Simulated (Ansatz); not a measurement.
Debugging an active-space calculation of BBrClH, SMILES ClBBr (the Python package of Ansatz (0.2.0)).

Contents of `bbrclh.xyz`:
```text
4

Cl   -1.64330   -0.62270    0.19810
B    -0.02720    0.14270   -0.11440
Br    1.55860   -0.68310    0.70980
H     0.16730    1.10290   -0.81380
```

Script `cas.py`:
```python
"""Active-space calculation on BBrClH."""

import ansatz

geometry = ansatz.Crystal.molecule_from_extxyz("bbrclh.xyz")

job = (
    geometry.calculation()
    .basis(gaussian="def2-SVP")
    .correlation(active_electrons=2, active_orbitals=2)
)
for method in [None, "sc_nevpt2"]:
    data = (job if method is None else job.correlation(method)).run(threads=1).report()
    space = data["configurations"]
    state = space["states"][0]
    print(method or "casscf", f"total {data['free_energy_ev'] / 27.211386246:.6f} Ha, active-space state {state['energy']['hartree']:.6f} Ha, mean field {data['reference_energy_ev'] / 27.211386246:.6f} Ha")
    print("  determinants", state["n_determinants"], " natural occupations", [round(n, 3) for n in space["natural_occupations"]])
```

```console
$ python cas.py
Traceback (most recent call last):
  File "cas.py", line 13, in <module>
    data = (job if method is None else job.correlation(method)).run(threads=1).report()
TypeError: 'dict' object is not callable
```

What is wrong, and how is it mended?

The fault: report is a dict, not a method. The correction:

```diff
--- before
+++ after
@@ -12,3 +12,3 @@
 for method in [None, "sc_nevpt2"]:
-    data = (job if method is None else job.correlation(method)).run(threads=1).report()
+    data = (job if method is None else job.correlation(method)).run(threads=1).report
     space = data["configurations"]
```

After the fix:

Output of `python cas.py`:
```text
casscf total -3056.783561 Ha, active-space state -3056.783561 Ha, mean field -3056.769802 Ha
  determinants 4  natural occupations [1.983, 0.017]
RunWarning: the results are in doubt because another end's mean lies 0.039 eV lower, and its corrected mean 0.045 eV higher
sc_nevpt2 total -3057.215888 Ha, active-space state -3056.782143 Ha, mean field -3056.769802 Ha
  determinants 4  natural occupations [1.978, 0.022]
```
(Warnings from the package without file and line.)

Reading the output:
- Total energies depend on the basis set; only differences at equal settings carry meaning.
- The geometry is a force-field or estimated start, not a minimum of this method, and the basis set is short of its limit. The active space starts as a window about the frontier orbitals and is then optimised, not chosen by chemistry.
- A lower CASSCF solution was found and passed over, so the printed active-space state isn't the lowest.
- The whole script took 15 s on 1 thread of Arm Neoverse V2, with other jobs on the host, peak memory 0.22 GiB.

(Lines on the test bed's own set-up are left out of the output.)
